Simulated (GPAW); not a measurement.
Runs of GPAW 26.7.0 on Ir3Rh. It takes space group Pm-3m (No. 221, cubic). The conventional cell has a = 3.840 Å, b = 3.840 Å, c = 3.840 Å, α = 90.00°, β = 90.00°, γ = 90.00°. Ir (site symmetry 4/mmm) is surrounded by 8 Ir at 2.72 Å and 4 Rh at 2.72 Å. Rh (site symmetry m-3m) is surrounded by 12 Ir at 2.72 Å. The cell comes from a database or a generator and needn't be the stable form of this composition.

```tsv
level	gap on the mesh (eV)	pressure (GPa)	relaxed volume (Å³/atom)
PBEsol+D3(BJ)+ATM	none	0.0	13.68
PBEsol	none	0.1	13.90
PBEsol+D4	none	0.0	(a)
PBEsol+D3	none	0.0	13.60
PBEsol+D3(BJ)	none	0.0	13.60
```

Alike in all rows: task relaxation of cell and atoms; potentials or basis PAW data sets generated in the run's folder for this functional, pw; no spin polarisation; cell relaxed; k mesh 7 × 7 × 7; cutoff (eV) 600; smearing fermi-dirac 0.05 eV.

Task: Fill in the values left out.

Result: (a) 13.69.

Caveats: later steps reuse the first step's grids; pairwise dispersion overbinds metals, which lowers pressure and volume (some runs).

A k mesh can miss the band edges, and the runs leave out spin-orbit coupling on Ir, Rh.

A gap of «none» marks a metal or a gap under the smearing width.
